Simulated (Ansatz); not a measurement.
# AlH7N2OSi: the cost of one run

Program: Ansatz 0.2.0. Level of theory: RKS PBE-D4/def2-SVP. These are calculated values, not measurements.

## Step 1: The system as given

Bond lengths: N1–Si2 1.726 Å, Si2–Al3 2.358 Å, Al3–N4 1.984 Å, Al3–O5 1.819 Å, N1–H6 1.079 Å, N1–H7 1.066 Å, Si2–H8 1.494 Å, Si2–H9 1.445 Å, N4–H10 1.018 Å, N4–H11 1.084 Å, O5–H12 1.025 Å. Angles (14 of 16 angles, heavy atoms first): N1–Si2–Al3 109.7°, Si2–Al3–N4 119.6°, Si2–Al3–O5 121.4°, N4–Al3–O5 118.8°, N1–Si2–H8 109.1°, N1–Si2–H9 109.3°, Al3–Si2–H8 108.6°, Al3–Si2–H9 110.7°, Si2–N1–H6 110.4°, Si2–N1–H7 108.2°, Al3–N4–H10 105.4°, Al3–N4–H11 100.4°, Al3–O5–H12 103.8°, H8–Si2–H9 109.4°.

Coordinates:

```xyz
12

N    -1.8520    0.5992    1.4835
Si   -0.6105   -0.5421    1.1144
Al    0.4750    0.0812   -0.8840
N     2.0288   -0.9723   -1.5262
O    -0.0092    1.5776   -1.7984
H    -1.4445    1.5977    1.5278
H    -2.5022    0.6668    0.6417
H     0.3939   -0.5462    2.2202
H    -1.1927   -1.8585    0.9897
H     2.6649   -1.0284   -0.7328
H     1.5723   -1.9496   -1.6322
H     0.5532    2.3193   -1.3697
```

## Step 2: Relaxing end A

input.yaml reads:

```yaml
crystal:
  periodic: [false, false, false]
  atoms:
    - { symbol: "N", position_ang: [-1.852, 0.5992, 1.4835] }
    - { symbol: Si, position_ang: [-0.6105, -0.5421, 1.1144] }
    - { symbol: Al, position_ang: [0.475, 0.0812, -0.884] }
    - { symbol: "N", position_ang: [2.0288, -0.9723, -1.5262] }
    - { symbol: O, position_ang: [-0.0092, 1.5776, -1.7984] }
    - { symbol: H, position_ang: [-1.4445, 1.5977, 1.5278] }
    - { symbol: H, position_ang: [-2.5022, 0.6668, 0.6417] }
    - { symbol: H, position_ang: [0.3939, -0.5462, 2.2202] }
    - { symbol: H, position_ang: [-1.1927, -1.8585, 0.9897] }
    - { symbol: H, position_ang: [2.6649, -1.0284, -0.7328] }
    - { symbol: H, position_ang: [1.5723, -1.9496, -1.6322] }
    - { symbol: H, position_ang: [0.5532, 2.3193, -1.3697] }
basis:
  gaussian: { orbitals: def2-SVP }
hamiltonian:
  xc: pbe
  dispersion: d4
relax:
  f_tol: 0.015
  max_steps: 40
```

Command:

```console
$ ansatz run input.yaml --threads 2 --pin off --max-ram 3072MiB --backend cpu --events-out ev --progress --plain --runs-dir out
```

What time and memory should one allow on 2 threads of Intel Xeon 6975P-C (Granite Rapids), shared host?

About 23 s, with a peak of 0.18 GiB.
